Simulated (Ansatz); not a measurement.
# C2H3FSi: shift of H6 from Si4 to C3, part 2 of 2

Wanted: the energy profile along the shift of H6 from Si4 to C3, from relaxed end points and a band of images. SMILES of the start: FC1=C[SiH2]1.

Ansatz 0.2.0; RKS PBE0-D4/def2-SVP. The steps go on from the part before.

## Step 8: The band again, with other settings

crystal.atoms is end A as relaxed above, and neb.final_atoms is end B, turned to lie on A. With 7 inner images the band has 9 in all. The start path is listed, through a guess of the saddle.

Contents of input.yaml:

```yaml
crystal:
  periodic: [false, false, false]
  atoms:
    - { symbol: F, position_ang: [-0.432794, -2.212656, -0.352364] }
    - { symbol: C, position_ang: [-0.209973, -0.939759, -0.108391] }
    - { symbol: C, position_ang: [-0.558086, -0.080511, 0.845537] }
    - { symbol: Si, position_ang: [0.491606, 0.694579, -0.45256] }
    - { symbol: H, position_ang: [-1.138973, -0.070839, 1.769923] }
    - { symbol: H, position_ang: [-0.082013, 1.602683, -1.486724] }
    - { symbol: H, position_ang: [1.930234, 1.006505, -0.215421] }
basis:
  gaussian: { orbitals: def2-SVP }
hamiltonian:
  xc: pbe0
  dispersion: d4
neb:
  order_check: false
  images: 7
  f_tol: 0.03
  max_iterations: 60
  spring: 0.1
  final_atoms:
    - { symbol: F, position_ang: [0.32928563, -1.54803575, 0.31307167] }
    - { symbol: C, position_ang: [0.10094595, -0.25650332, 0.03224895] }
    - { symbol: C, position_ang: [-1.090992, 0.2652569, 0.37697444] }
    - { symbol: Si, position_ang: [1.39209759, 0.83887368, -0.8242016] }
    - { symbol: H, position_ang: [-1.86133648, -0.33490036, 0.87279349] }
    - { symbol: H, position_ang: [-1.30258082, 1.31400327, 0.1597274] }
    - { symbol: H, position_ang: [2.43258113, -0.27869242, -0.93061435] }
  initial_path:
    images:
      - { positions_ang: [[-0.432794, -2.212656, -0.352364], [-0.209973, -0.939759, -0.108391], [-0.558086, -0.080511, 0.845537], [0.491606, 0.694579, -0.45256], [-1.138973, -0.070839, 1.769923], [-0.082013, 1.602683, -1.486724], [1.930234, 1.006505, -0.215421]] }
      - { positions_ang: [[-0.41705518, -2.21394843, -0.32946698], [-0.18572041, -0.9299419, -0.13335137], [-0.55809686, -0.03172434, 0.76757446], [0.55026823, 0.69130265, -0.51755779], [-1.17009233, 0.01008027, 1.66068543], [-0.19207503, 1.4860207, -1.20970397], [1.97277257, 0.98821306, -0.23817979]] }
      - { positions_ang: [[-0.40131635, -2.21524086, -0.30656996], [-0.16146781, -0.9201248, -0.15831173], [-0.55810772, 0.01706232, 0.68961193], [0.60893046, 0.6880263, -0.58255557], [-1.20121166, 0.09099953, 1.55144786], [-0.30213705, 1.36935839, -0.93268395], [2.01531113, 0.96992111, -0.26093858]] }
      - { positions_ang: [[-0.38557753, -2.21653329, -0.28367294], [-0.13721522, -0.9103077, -0.1832721], [-0.55811858, 0.06584897, 0.61164939], [0.66759269, 0.68474996, -0.64755336], [-1.23233099, 0.1719188, 1.44221029], [-0.41219908, 1.25269609, -0.65566392], [2.0578497, 0.95162917, -0.28369737]] }
      - { positions_ang: [[-0.36983871, -2.21782572, -0.26077592], [-0.11296262, -0.9004906, -0.20823247], [-0.55812944, 0.11463563, 0.53368686], [0.72625493, 0.68147361, -0.71255115], [-1.26345032, 0.25283807, 1.33297272], [-0.5222611, 1.13603379, -0.37864389], [2.10038827, 0.93333722, -0.30645616]] }
      - { positions_ang: [[-0.19505762, -2.05037823, -0.11731402], [-0.05948548, -0.73949378, -0.14811211], [-0.69134508, 0.15229095, 0.49450875], [0.89271559, 0.72082363, -0.74046376], [-1.41292186, 0.10590346, 1.21792792], [-0.71734103, 1.18052616, -0.24405107], [2.18343648, 0.63032981, -0.4624957]] }
      - { positions_ang: [[-0.02027654, -1.88293073, 0.02614788], [-0.00600834, -0.57849696, -0.08799176], [-0.82456072, 0.18994627, 0.45533065], [1.05917626, 0.76017364, -0.76837637], [-1.5623934, -0.04103115, 1.10288311], [-0.91242096, 1.22501853, -0.10945825], [2.2664847, 0.3273224, -0.61853525]] }
      - { positions_ang: [[0.15450455, -1.71548324, 0.16960977], [0.0474688, -0.41750014, -0.02787141], [-0.95777636, 0.22760158, 0.41615255], [1.22563692, 0.79952366, -0.79628899], [-1.71186494, -0.18796575, 0.9878383], [-1.10750089, 1.2695109, 0.02513457], [2.34953291, 0.02431499, -0.7745748]] }
      - { positions_ang: [[0.32928563, -1.54803575, 0.31307167], [0.10094595, -0.25650332, 0.03224895], [-1.090992, 0.2652569, 0.37697444], [1.39209759, 0.83887368, -0.8242016], [-1.86133648, -0.33490036, 0.87279349], [-1.30258082, 1.31400327, 0.1597274], [2.43258113, -0.27869242, -0.93061435]] }
```

Run with:

```console
$ ansatz run input.yaml --threads 1 --pin off --max-ram 2048MiB --backend cpu --events-out ev --progress --plain --runs-dir out
```

The program printed, shortened:

```text
Warning: RAYON_NUM_THREADS=1 ignored (pool sized by the plan → 1); use --threads N
[...]
Functional definition: PBE0
[...]
807 factors; integrals over basis functions are off by at most 3.2e-4 eV
[...]
mean field -12700.23167311 eV, -466.7249054607 hartree, gradient 1.6e-5 eV, S^2 0.000000; 0 other end points of the search recorded, 0 dependent functions left out
[...]
reference -12700.23169471 eV, -466.7249062543 hartree; 19, 19 occupied and 56, 56 virtual orbitals, 807 factors
807 factors; integrals over basis functions are off by at most 1.3e-3 eV
[...]
mean field -12699.90947562 eV, -466.7130649211 hartree, gradient 2.6e-5 eV, S^2 0.000000; 0 other end points of the search recorded, 0 dependent functions left out
[...]
reference -12699.90949803 eV, -466.7130657447 hartree; 19, 19 occupied and 56, 56 virtual orbitals, 807 factors
[...]
NEB iter  11: max|band force component| = 2.759e-2 eV/Å  barrier→ = 2.0172 eV  barrier← = 1.7048 eV  CI = image 3  Δτ_max = 0.0000 Å  (349 SCF iters)
Total energy: -12698.31746360 eV, -466.6545595585 hartree
Atom 0 at    -0.125015    -2.211773    -0.277229 Å, force     0.003782     0.006026     0.003622 eV/Å
Atom 1 at    -0.177607    -0.907785    -0.177790 Å, force    -0.009942    -0.018243    -0.014074 eV/Å
Atom 2 at    -0.681668    -0.003039     0.579329 Å, force     0.026512     0.021674     0.010212 eV/Å
Atom 3 at     0.700066     0.567679    -1.013112 Å, force    -0.003602     0.001259    -0.000887 eV/Å
Atom 4 at    -1.223015     0.357364     1.446638 Å, force    -0.013199    -0.003794    -0.004512 eV/Å
Atom 5 at    -0.437430     1.400173    -0.392342 Å, force    -0.003271    -0.003880     0.003772 eV/Å
Atom 6 at     1.944670     0.797383    -0.165495 Å, force    -0.000281    -0.003043     0.001867 eV/Å
Dipole moment:    -0.116184     0.125616     0.221055 e Å
this run last wrote the band of iteration 11 to <dir>
```

Run time: 3.2 min. Hardware: 1 thread of Arm Neoverse V1, shared host; peak memory 0.25 GiB.

## Step 9: Images and barrier

The 7 inner images lie between the fixed ends 0 and 8. Energy is taken from image 0, and the path length is the program's own coordinate along the band.

| image | path (Å) | energy (eV) | H6–Si4 (Å) | H6–C3 (Å) | band force (eV/Å) |
| --- | --- | --- | --- | --- | --- |
| 0 | 0.000 | 0.0000 | 1.49 | 2.92 | - |
| 1 | 0.546 | 0.3284 | 1.47 | 2.62 | 0.004 |
| 2 | 1.092 | 1.3782 | 1.46 | 2.20 | 0.017 |
| 3* | 1.638 | 2.0172 | 1.54 | 1.72 | 0.028 |
| 4 | 2.221 | 1.1256 | 1.89 | 1.17 | 0.013 |
| 5 | 2.810 | 0.6931 | 2.26 | 1.10 | 0.010 |
| 6 | 3.409 | 0.4326 | 2.59 | 1.09 | 0.009 |
| 7 | 4.017 | 0.3341 | 2.84 | 1.09 | 0.006 |
| 8 | 4.632 | 0.3125 | 2.91 | 1.09 | - |

The star marks the climbing image.

image, energy (eV) and a bar:
```
        0      0.000 
        1      0.328 #####
        2      1.378 ####################
        3      2.017 ##############################
        4      1.126 #################
        5      0.693 ##########
        6      0.433 ######
        7      0.334 #####
        8      0.312 #####
```

## Step 10: Dynamics from the top

It starts at the highest inner image of the first converged band: 200 steps of 0.5 fs at constant energy, with velocities drawn for 300 K.

Contents of input.yaml:

```yaml
crystal:
  periodic: [false, false, false]
  atoms:
    - { symbol: F, position_ang: [-0.124291, -2.210227, -0.292938] }
    - { symbol: C, position_ang: [-0.176522, -0.906979, -0.184615] }
    - { symbol: C, position_ang: [-0.676972, -0.007618, 0.581698] }
    - { symbol: Si, position_ang: [0.701156, 0.575149, -1.007645] }
    - { symbol: H, position_ang: [-1.230918, 0.347051, 1.443392] }
    - { symbol: H, position_ang: [-0.437659, 1.402413, -0.381618] }
    - { symbol: H, position_ang: [1.945207, 0.800213, -0.158274] }
basis:
  gaussian: { orbitals: def2-SVP }
hamiltonian:
  xc: pbe0
  dispersion: d4
md:
  timestep: 0.5
  n_steps: 200
  ensemble: nve
  temperature: 300.0
  initial_velocities: maxwell_boltzmann
  seed: 9910
```

Run with:

```console
$ ansatz run input.yaml --threads 1 --pin off --max-ram 2048MiB --backend cpu --events-out ev --progress --plain --runs-dir out
```

The program printed, shortened:

```text
Warning: RAYON_NUM_THREADS=1 ignored (pool sized by the plan → 1); use --threads N
[...]
[... 1 set-up line as earlier in the session ...]
[...]
809 factors; integrals over basis functions are off by at most 3.7e-4 eV
[...]
mean field -12698.21089341 eV, -466.6506431765 hartree, gradient 6.1e-5 eV, S^2 0.000000; 0 other end points of the search recorded, 0 dependent functions left out
[...]
reference -12698.21091448 eV, -466.6506439507 hartree; 19, 19 occupied and 56, 56 virtual orbitals, 809 factors
md step     0: t =     0.00 fs  T =   300.0 K  F+E_penalty+E_count = -12698.31746898 eV  E_kin = 0.193890 eV  conserved = -12698.12357898 eV  (27 SCF iters)
[...]
md step    25: t =    12.50 fs  T =    39.7 K  F+E_penalty+E_count = -12698.14828192 eV  E_kin = 0.025650 eV  conserved = -12698.12263189 eV  (25 SCF iters)
[...]
md step    50: t =    25.00 fs  T =   217.4 K  F+E_penalty+E_count = -12698.26381752 eV  E_kin = 0.140489 eV  conserved = -12698.12332877 eV  (31 SCF iters)
[...]
md step    75: t =    37.50 fs  T =  1029.7 K  F+E_penalty+E_count = -12698.79093974 eV  E_kin = 0.665487 eV  conserved = -12698.12545300 eV  (30 SCF iters, 3 dispersion substeps)
[...]
md step   100: t =    50.00 fs  T =  1517.6 K  F+E_penalty+E_count = -12699.10571717 eV  E_kin = 0.980796 eV  conserved = -12698.12492123 eV  (32 SCF iters, 3 dispersion substeps)
md step   101: t =    50.50 fs  T =  1367.4 K  F+E_penalty+E_count = -12699.00482923 eV  E_kin = 0.883776 eV  conserved = -12698.12105277 eV  (32 SCF iters, 3 dispersion substeps)
md step   102: t =    51.00 fs  T =  1308.2 K  F+E_penalty+E_count = -12698.96468594 eV  E_kin = 0.845492 eV  conserved = -12698.11919390 eV  (31 SCF iters, 3 dispersion substeps)
```

## Step 11: More of the same log: dynamics from the highest image of the converged band

The log, continued, shortened:

```text
md step   103: t =    51.50 fs  T =  1379.9 K  F+E_penalty+E_count = -12699.01294776 eV  E_kin = 0.891859 eV  conserved = -12698.12108915 eV  (31 SCF iters, 3 dispersion substeps)
[...]
md step   127: t =    63.50 fs  T =  2267.1 K  F+E_penalty+E_count = -12699.59383120 eV  E_kin = 1.465205 eV  conserved = -12698.12862572 eV  (29 SCF iters, 3 dispersion substeps)
[...]
md step   151: t =    75.50 fs  T =  1887.8 K  F+E_penalty+E_count = -12699.34505289 eV  E_kin = 1.220115 eV  conserved = -12698.12493803 eV  (32 SCF iters, 3 dispersion substeps)
[...]
md step   175: t =    87.50 fs  T =  1569.7 K  F+E_penalty+E_count = -12699.13708699 eV  E_kin = 1.014470 eV  conserved = -12698.12261666 eV  (32 SCF iters, 3 dispersion substeps)
[...]
md step   199: t =    99.50 fs  T =  1677.7 K  F+E_penalty+E_count = -12699.20707874 eV  E_kin = 1.084309 eV  conserved = -12698.12276994 eV  (32 SCF iters, 3 dispersion substeps)
[...]
md step   200: t =   100.00 fs  T =  1716.2 K  F+E_penalty+E_count = -12699.23221560 eV  E_kin = 1.109205 eV  conserved = -12698.12301041 eV  (29 SCF iters, 3 dispersion substeps)
Total energy: -12699.23223867 eV, -466.6881769223 hartree
Atom 0 at     0.123444    -1.809255    -0.292030 Å, force     0.285972    -1.705327    -0.364017 eV/Å
Atom 1 at    -0.231846    -0.581475     0.058727 Å, force     0.413358     0.858412    -0.928549 eV/Å
Atom 2 at    -1.318852    -0.374228     0.782910 Å, force    -1.030776     2.650099     2.161909 eV/Å
Atom 3 at     0.961729     0.433534    -1.168742 Å, force    -0.841185    -0.330774     0.706800 eV/Å
Atom 4 at    -2.089231    -1.127195     1.193363 Å, force     1.417004     1.066699    -0.693199 eV/Å
Atom 5 at    -1.352087     0.772476     1.151339 Å, force    -0.517442    -2.694587    -0.849922 eV/Å
Atom 6 at     0.096280    -0.217486    -2.266969 Å, force     0.273069     0.155477    -0.033022 eV/Å
Dipole moment:    -0.096083     0.173684     0.013342 e Å
```

Wall time 7.9 min (1 thread of Arm Neoverse V1, shared host); peak memory 0.25 GiB.

## Step 12: Frames and traces

The trajectory, every 8 steps (energies from step 0):

```csv
time (fs),T (K),potential energy change (meV/atom),total energy change (meV/atom),H6–Si4 (Å),H6–C3 (Å)
0.0,300,0.0,0.00,1.54,1.72
4.0,126,16.2,0.12,1.48,1.73
8.0,154,13.6,0.04,1.55,1.75
12.0,37,24.4,0.13,1.60,1.76
16.0,205,8.8,0.01,1.53,1.72
20.0,126,16.2,0.11,1.48,1.67
24.0,215,7.8,0.04,1.56,1.65
28.0,146,14.3,0.12,1.62,1.61
32.0,345,-4.1,0.07,1.59,1.49
36.0,814,-47.4,0.03,1.64,1.24
40.0,1124,-75.9,0.25,1.93,1.03
44.0,1297,-92.0,0.08,2.22,1.25
48.0,1672,-127.0,-0.30,2.34,1.16
52.0,1542,-114.8,-0.19,2.42,1.01
56.0,1489,-109.5,0.26,2.58,1.25
60.0,2229,-178.8,-0.72,2.69,1.06
64.0,2289,-184.2,-0.64,2.92,1.10
68.0,1675,-126.7,0.18,3.13,1.23
72.0,1526,-112.7,0.49,3.19,0.98
76.0,1780,-136.7,0.00,3.40,1.20
80.0,1974,-154.9,-0.30,3.46,1.14
84.0,1929,-150.9,-0.44,3.46,1.02
88.0,1524,-112.9,0.17,3.55,1.24
92.0,1892,-147.5,-0.52,3.41,1.04
96.0,1940,-151.7,-0.31,3.33,1.12
100.0,1716,-130.7,0.08,3.29,1.20
```

time (fs), T (K) and a bar:
```
      0.0        300 ####
      4.5        118 #
      8.5        150 #
     13.0         53 
     17.5        190 ##
     21.5        146 #
     26.0        196 ##
     30.5        241 ###
     35.0        639 #########
     39.0       1008 ##############
     43.5       1392 ####################
     48.0       1672 ########################
     52.0       1542 ######################
     56.5       1513 #####################
     61.0       1974 ############################
     65.0       2097 ##############################
     69.5       1940 ############################
     74.0       1930 ############################
     78.5       1653 #######################
     82.5       1716 ########################
     87.0       1650 #######################
     91.5       1943 ############################
     95.5       1947 ############################
    100.0       1716 ########################
```

Bonds that form or break, judged by distance (formed within 1.15 times the sum of covalent radii and held on average over 12 fs, broken when stretched by half; pairs already stretched at the start don't count as bonds):

```csv
time (fs),bond,event
37.0,C3–H6,forms
43.0,Si4–H6,breaks
```

The last frame stands with the bonds of end B.

## Step 13: A trajectory let go at the top

It starts at the highest inner image of the first converged band: 200 steps of 0.5 fs at constant energy, with velocities drawn for 100 K.

Changes to input.yaml since step 10:

```diff
@@ -19,4 +19,4 @@
   ensemble: nve
-  temperature: 300.0
+  temperature: 100.0
   initial_velocities: maxwell_boltzmann
-  seed: 9910
+  seed: 9911
```

Run with:

```console
$ ansatz run input.yaml --threads 1 --pin off --max-ram 2048MiB --backend cpu --events-out ev --progress --plain --runs-dir out
```

The program printed, shortened:

```text
Warning: RAYON_NUM_THREADS=1 ignored (pool sized by the plan → 1); use --threads N
[...]
[... 1 set-up line as earlier in the session ...]
[...]
809 factors; integrals over basis functions are off by at most 3.7e-4 eV
[...]
mean field -12698.21089341 eV, -466.6506431765 hartree, gradient 6.1e-5 eV, S^2 0.000000; 0 other end points of the search recorded, 0 dependent functions left out
[...]
reference -12698.21091448 eV, -466.6506439507 hartree; 19, 19 occupied and 56, 56 virtual orbitals, 809 factors
md step     0: t =     0.00 fs  T =   100.0 K  F+E_penalty+E_count = -12698.31746898 eV  E_kin = 0.064630 eV  conserved = -12698.25283898 eV  (27 SCF iters)
[...]
md step    25: t =    12.50 fs  T =    36.8 K  F+E_penalty+E_count = -12698.27591665 eV  E_kin = 0.023769 eV  conserved = -12698.25214777 eV  (25 SCF iters)
[...]
md step    50: t =    25.00 fs  T =   817.4 K  F+E_penalty+E_count = -12698.78107711 eV  E_kin = 0.528300 eV  conserved = -12698.25277723 eV  (30 SCF iters, 3 dispersion substeps)
[...]
md step    75: t =    37.50 fs  T =  2528.3 K  F+E_penalty+E_count = -12699.88733959 eV  E_kin = 1.634038 eV  conserved = -12698.25330137 eV  (30 SCF iters, 3 dispersion substeps)
[...]
md step   100: t =    50.00 fs  T =   926.1 K  F+E_penalty+E_count = -12698.85099884 eV  E_kin = 0.598532 eV  conserved = -12698.25246714 eV  (31 SCF iters, 3 dispersion substeps)
md step   101: t =    50.50 fs  T =   945.5 K  F+E_penalty+E_count = -12698.86355452 eV  E_kin = 0.611051 eV  conserved = -12698.25250339 eV  (30 SCF iters, 3 dispersion substeps)
```

## Step 14: The log goes on: dynamics from the highest image of the converged band

The log, continued, shortened:

```text
md step   102: t =    51.00 fs  T =   975.6 K  F+E_penalty+E_count = -12698.88303060 eV  E_kin = 0.630528 eV  conserved = -12698.25250224 eV  (30 SCF iters, 3 dispersion substeps)
[...]
md step   126: t =    63.00 fs  T =  2029.5 K  F+E_penalty+E_count = -12699.56445103 eV  E_kin = 1.311680 eV  conserved = -12698.25277092 eV  (29 SCF iters, 3 dispersion substeps)
[...]
md step   150: t =    75.00 fs  T =   951.2 K  F+E_penalty+E_count = -12698.86728686 eV  E_kin = 0.614729 eV  conserved = -12698.25255766 eV  (31 SCF iters, 3 dispersion substeps)
[...]
md step   174: t =    87.00 fs  T =  2054.5 K  F+E_penalty+E_count = -12699.58138722 eV  E_kin = 1.327834 eV  conserved = -12698.25355297 eV  (29 SCF iters, 3 dispersion substeps)
[...]
md step   200: t =   100.00 fs  T =  1208.7 K  F+E_penalty+E_count = -12699.03337778 eV  E_kin = 0.781187 eV  conserved = -12698.25219034 eV  (26 SCF iters, 3 dispersion substeps)
Total energy: -12699.03339891 eV, -466.6808696959 hartree
Atom 0 at    -0.122312    -2.240879    -0.259390 Å, force    -0.157082    -0.255172    -0.995813 eV/Å
Atom 1 at    -0.136561    -0.929048    -0.443380 Å, force    -0.637327    -2.375408     3.029842 eV/Å
Atom 2 at    -0.511261    -0.059718     0.496780 Å, force    -0.290331     2.791513     0.129522 eV/Å
Atom 3 at     0.560560     0.638214    -0.793066 Å, force     2.962490     0.752565    -3.214699 eV/Å
Atom 4 at    -0.823230     0.572393     1.359353 Å, force    -0.333796    -1.661620    -0.165101 eV/Å
Atom 5 at     0.412047     0.980313    -2.275716 Å, force    -0.607219     0.523836     0.669229 eV/Å
Atom 6 at     2.117112     0.701349    -0.695835 Å, force    -0.936734     0.224286     0.547020 eV/Å
Dipole moment:    -0.069455     0.393779     0.189681 e Å
```

It took 8 min on 1 thread of Arm Neoverse V1, shared host; peak memory 0.25 GiB.

## Step 15: The trajectory

One step in 8; energies are changes from step 0:

```csv
time (fs),T (K),potential energy change (meV/atom),total energy change (meV/atom),H6–Si4 (Å),H6–C3 (Å)
0.0,100,0.0,0.00,1.54,1.72
4.0,69,2.9,0.02,1.53,1.72
8.0,39,5.7,0.07,1.54,1.73
12.0,34,6.2,0.10,1.55,1.77
16.0,116,-1.4,0.06,1.52,1.84
20.0,305,-18.9,0.03,1.50,1.99
24.0,690,-54.5,0.02,1.51,2.25
28.0,1198,-101.3,0.05,1.55,2.60
32.0,1806,-157.5,0.06,1.57,2.94
36.0,2428,-215.0,-0.06,1.59,3.19
40.0,2509,-222.5,-0.15,1.60,3.28
44.0,1742,-151.6,-0.03,1.59,3.21
48.0,985,-81.7,0.08,1.53,3.00
52.0,1067,-89.3,0.05,1.49,2.83
56.0,1554,-134.3,-0.06,1.52,2.78
60.0,1849,-161.5,-0.06,1.56,2.86
64.0,2119,-186.5,-0.07,1.57,2.96
68.0,1957,-171.5,-0.06,1.56,3.00
72.0,1282,-109.2,0.02,1.56,2.95
76.0,925,-76.2,0.04,1.51,2.80
80.0,1185,-100.2,-0.02,1.48,2.65
84.0,1670,-145.0,0.00,1.50,2.61
88.0,2096,-184.4,-0.07,1.55,2.69
92.0,2144,-188.8,-0.11,1.53,2.82
96.0,1739,-151.4,-0.05,1.52,2.97
100.0,1209,-102.3,0.09,1.53,3.10
```

time (fs), T (K) and a bar:
```
      0.0        100 #
      4.5         73 
      8.5         47 
     13.0         48 
     17.5        146 #
     21.5        397 ####
     26.0        930 ###########
     30.5       1586 ##################
     35.0       2322 ###########################
     39.0       2560 ##############################
     43.5       1854 ######################
     48.0        985 ###########
     52.0       1067 ############
     56.5       1587 ##################
     61.0       1911 ######################
     65.0       2180 #########################
     69.5       1728 ####################
     74.0       1014 ############
     78.5       1026 ############
     82.5       1457 #################
     87.0       2055 ########################
     91.5       2160 #########################
     95.5       1800 #####################
    100.0       1209 ##############
```

The last frame stands with the bonds of end A.

## Step 16: Summary of results

This closing draws on all 2 parts.

```
                                quantity                                                      value
                                   end A                                    3 moves, 0.089 eV lower
                                   end B                                   16 moves, 4.664 eV lower
            first band: barrier forwards                                                    2.02 eV
           first band: barrier backwards                                                    1.70 eV
first band: second end relative to first                                                  +0.312 eV
               first band: highest image                                      3 of 0 to 8, climbing
             first band: band iterations                                                         12
              imaginary modes at the top                                                  978i cm⁻¹
                             second band  top 2.017 eV above image 0, 11 iterations, 7 inner images
             time, first and second band                                        3.4 min and 3.2 min
       trajectory at 300 K, after 100 fs                         with the bonds of end B, at 1716 K
       trajectory at 100 K, after 100 fs                         with the bonds of end A, at 1209 K
```

In the first band: the barrier from the first end is 2.02 eV, 78 times kT at 300 K; with a typical attempt rate of 10^13 per second that is roughly 10^-21 events a second. Going back costs 1.70 eV, since the second end is 0.31 eV above the first. By distance, end A alone has C3–Si4, Si4–H6 and end B alone has C3–H6. One imaginary mode, as a first-order saddle point has. The second band's top agrees with the first's to 1 meV, so the changed settings hardly move the height. Zero-point energy and entropy are left out. Tunnelling, which matters where hydrogen moves, is missing too.
